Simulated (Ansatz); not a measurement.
Crystal: Ge2Sb2Te5.

```
Te Sb Ge
1.0
     4.29406    0.00000    0.00000
    -2.14703    3.71877    0.00000
     0.00000    0.00000   17.10135
Te Sb Ge
5 2 2
Direct
  0.66667 0.33333 0.41989
  0.33333 0.66667 0.58011
  0.33333 0.66667 0.20154
  0.66667 0.33333 0.79846
  0.00000 0.00000 0.00000
  0.00000 0.00000 0.32007
  0.00000 0.00000 0.67993
  0.66667 0.33333 0.10290
  0.33333 0.66667 0.89711
```

The cell comes from a database or a generator and needn't be the stable form of this composition.

```yaml
Program: Ansatz 0.2.0
Task: relaxation of cell and atoms
Functional: PBEsol
Potentials_or_basis: Ansatz PAW
Cutoff: "420 eV (not typed: the program's choice for these potentials)"
k_mesh: 7 × 7 × 2
Occupations: fermi-dirac, width 0.05 eV
Spin: no spin polarisation
```

At the start: volume 30.34 Å³/atom.

Q: Where does the relaxation end?

A: It ends after 5 steps and the volume is 29.00 Å³/atom (-4.4 %); space group P-3m1 (No. 164, to 0.05 Å).

The path:
| step | energy change (eV) | largest force (eV/Å) | volume (Å³) |
| --- | --- | --- | --- |
| 1 | 0.0000 | 0.1316 | 273.09 |
| 2 | -0.0497 | 0.1349 | 253.18 |
| 3 | -0.1033 | 0.0134 | 261.46 |
| 4 | -0.1038 | 0.0020 | 260.97 |
| 5 | -0.1016 | 0.0021 | 260.97 |

Final structure:
```
CELL_PARAMETERS angstrom
4.22526 0.00000 0.00000
-2.11263 3.65918 0.00000
0.00000 0.00000 16.87897
ATOMIC_POSITIONS crystal
Te 0.66667 0.33333 0.41856
Te 0.33333 0.66667 0.58144
Te 0.33333 0.66667 0.19817
Te 0.66667 0.33333 0.80183
Te 0.00000 0.00000 0.00000
Sb 0.00000 0.00000 0.31679
Sb 0.00000 0.00000 0.68321
Ge 0.66667 0.33333 0.10025
Ge 0.33333 0.66667 0.89975
```

Caveat: the plane-wave basis is chosen anew once the cell has moved, so the energies of steps on either side of that aren't comparable; the PAW data sets come from PBE, with cores solved anew for the run's functional, which leaves a small shift of forces and pressure.
